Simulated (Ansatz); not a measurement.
# AlGeH2: the cost of one run

Program: Ansatz 0.2.0, Gaussian basis. Level of theory: cc-pVDZ, all electrons in the functionals, frozen cores in the correlation of double hybrids and RPA. These are calculated values, not measurements.

To be run: wB97M-V, B2PLYP, RPA-PBE, at charge 0, doublet; charge 0, quartet; charge 1, singlet; charge 1, triplet; displaced geometry v1; displaced geometry v2.

28 further runs of the same task are left out: 2 for a known fault of the program, 15 that didn't finish, 11 set aside as unsound or not needed. Runs told in other sessions of the task aren't counted.

## 1. The geometry

The geometry is a PBE0/def2-TZVP stationary point (not a proven minimum). No spin-orbit coupling is included. The filled d shell of Ge may be among the frozen orbitals whatever the setting's name suggests.

4 atoms, charge 0, spin multiplicity 2.

Atoms are counted from 1 here; the program's logs count them from 0.

Bond lengths: Ge1–Al2 2.351 Å, Ge1–H3 1.728 Å, Al2–H3 1.913 Å, Al2–H4 1.597 Å. Angles: Al2–Ge1–H3 53.3°, Ge1–Al2–H3 46.4°, Ge1–Al2–H4 161.9°, H3–Al2–H4 115.5°, Ge1–H3–Al2 80.3°.

Coordinates:

```xyz
4

Ge    0.0000    0.0033    0.6730
Al    0.0000   -0.0735   -1.6769
H     0.0000    1.3546   -0.4035
H     0.0000    0.3737   -3.2099
```

No dispersion term is added; wB97M-V holds VV10 nonlocal correlation.

The geometry shown and the zero of energy belong to the point charge 0, doublet. The yardstick, UCCSDT(Q), and other wave-function levels (R restricted, U unrestricted, valence and pair active spaces) come from earlier runs.

## 2. wB97M-V, charge 0, doublet

Contents of in.yaml:

```yaml
crystal:
  periodic: [false, false, false]
  atoms:
    - {symbol: Ge, position_ang: [0.000000, 0.003318, 0.673029]}
    - {symbol: Al, position_ang: [0.000000, -0.073496, -1.676950]}
    - {symbol: H, position_ang: [0.000000, 1.354593, -0.403542]}
    - {symbol: H, position_ang: [0.000000, 0.373709, -3.209907]}
basis:
  gaussian: {orbitals: cc-pVDZ}
magnetization: {spin_polarized: true, initial_magnetization: 1}
hamiltonian: {xc: {name: wB97M-V}}
output: {forces: true, orbitals: {seedname: orbitals}}
```

Started as:

```console
ansatz run in.yaml --threads 1 --pin off --events-out ev --progress --plain --max-ram 2393MiB
```

Q: Estimate wall time and peak memory on 1 thread of Arm Neoverse V1, shared host.

About 17 s, with a peak of 0.25 GiB.
